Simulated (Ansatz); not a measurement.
**Ga3Sb: how settings move the results**

The task, for Ga3Sb: relax the cell with several choices of functional.

Method: DFT PBEsol, scalar-relativistic, plane waves, PAW for the base; runs at other levels say so in their headings and inputs, unless a step's input says otherwise, in Ansatz 0.2.0.

4 further runs of the same task are left out: 3 that didn't finish, 1 set aside as unsound or not needed. Runs told in other sessions of the task aren't counted.

## Step 1: Starting point

The structure is tetragonal, space group I4/mmm (No. 139). The conventional cell has a = 4.318 Å, b = 4.318 Å, c = 9.521 Å, α = 90.00°, β = 90.00°, γ = 90.00°. Around Ga (site symmetry -4m2) lie 8 Ga at 3.05 to 3.21 Å and 4 Sb at 3.21 Å. Ga (site symmetry 4/mmm) is surrounded by 4 Sb at 3.05 Å and 8 Ga at 3.21 Å. Sb (site symmetry 4/mmm) is surrounded by 12 Ga at 3.05 to 3.21 Å.

As a file:

```
CELL_PARAMETERS angstrom
-2.15880 2.15880 4.76048
2.15880 -2.15880 4.76048
2.15880 2.15880 -4.76048
ATOMIC_POSITIONS crystal
Ga 0.75000 0.25000 0.50000
Ga 0.25000 0.75000 0.50000
Ga 0.50000 0.50000 0.00000
Sb 0.00000 0.00000 0.00000
```

The structure comes from the Materials Project (structure only); it is used as listed.

## Step 2: The base input

File input.yaml:

```yaml
crystal:
  lattice:
    - [-2.158799, 2.158799, 4.760484]
    - [2.158799, -2.158799, 4.760484]
    - [2.158799, 2.158799, -4.760484]
  atoms:
    - { symbol: Ga, position: [0.75, 0.25, 0.5] }
    - { symbol: Ga, position: [0.25, 0.75, 0.5] }
    - { symbol: Ga, position: [0.5, 0.5, 0.0] }
    - { symbol: Sb, position: [0.0, 0.0, 0.0] }
basis:
  ecutwfc: 420
kpoints:
  mp_grid: { grid: [14, 14, 14] }
hamiltonian:
  xc: pbesol
scf:
  occupations: { method: gaussian, width: 0.1 }
output:
  forces: true
  stress: true
  eigenvalues: true
  populations: true
  write_density: true
  write_potential: true
  elf: true
  volumetric_format: npy
```

Its results, from an earlier run: -4409.3247 eV/atom at zero smearing, pressure -3.47 GPa, largest force 0.000 eV/Å, no gap on the mesh, in 8 SCF cycles and 54 s.

## Step 3: Relaxing with functional LDA

File input.yaml:

```yaml
crystal:
  lattice:
    - [-2.158799, 2.158799, 4.760484]
    - [2.158799, -2.158799, 4.760484]
    - [2.158799, 2.158799, -4.760484]
  atoms:
    - { symbol: Ga, position: [0.75, 0.25, 0.5] }
    - { symbol: Ga, position: [0.25, 0.75, 0.5] }
    - { symbol: Ga, position: [0.5, 0.5, 0.0] }
    - { symbol: Sb, position: [0.0, 0.0, 0.0] }
basis:
  ecutwfc: 420
kpoints:
  mp_grid: { grid: [14, 14, 14] }
hamiltonian:
  xc: lda
scf:
  occupations: { method: gaussian, width: 0.1 }
output:
  forces: true
  stress: true
  eigenvalues: true
relax:
  adjacent_minimum: "off"
  f_tol: 0.01
  max_steps: 60
  cell: { stress_tol: 0.05 }
```

Run with:

```sh
$ ansatz run input.yaml --threads 1 --pin off --max-ram 2560MiB --backend cpu --events-out ev --progress --plain --runs-dir out
```

## Step 4: Relaxing with functional PBEsol

input.yaml: that of step 3 with these lines changed.

```diff
@@ -15,3 +15,3 @@
 hamiltonian:
-  xc: lda
+  xc: pbesol
 scf:
```

## Step 5: Relaxation, functional: PBE

input.yaml: that of step 4 with these lines changed.

```diff
@@ -15,3 +15,3 @@
 hamiltonian:
-  xc: pbesol
+  xc: pbe
 scf:
```

(Steps that only read results are left out.)

**Question.** What does this series show? Wanted: relaxed volume by functional.

**Answer**, as computed:

| quantity | value |
| --- | --- |
| relaxed volume by functional (Å³/atom) | LDA: 20.03; PBEsol: 20.62; PBE: 22.05 |

In words: The relaxed volumes span 10.1 %, from LDA (smallest) to PBE (largest). Spin-orbit coupling is left out for Sb.
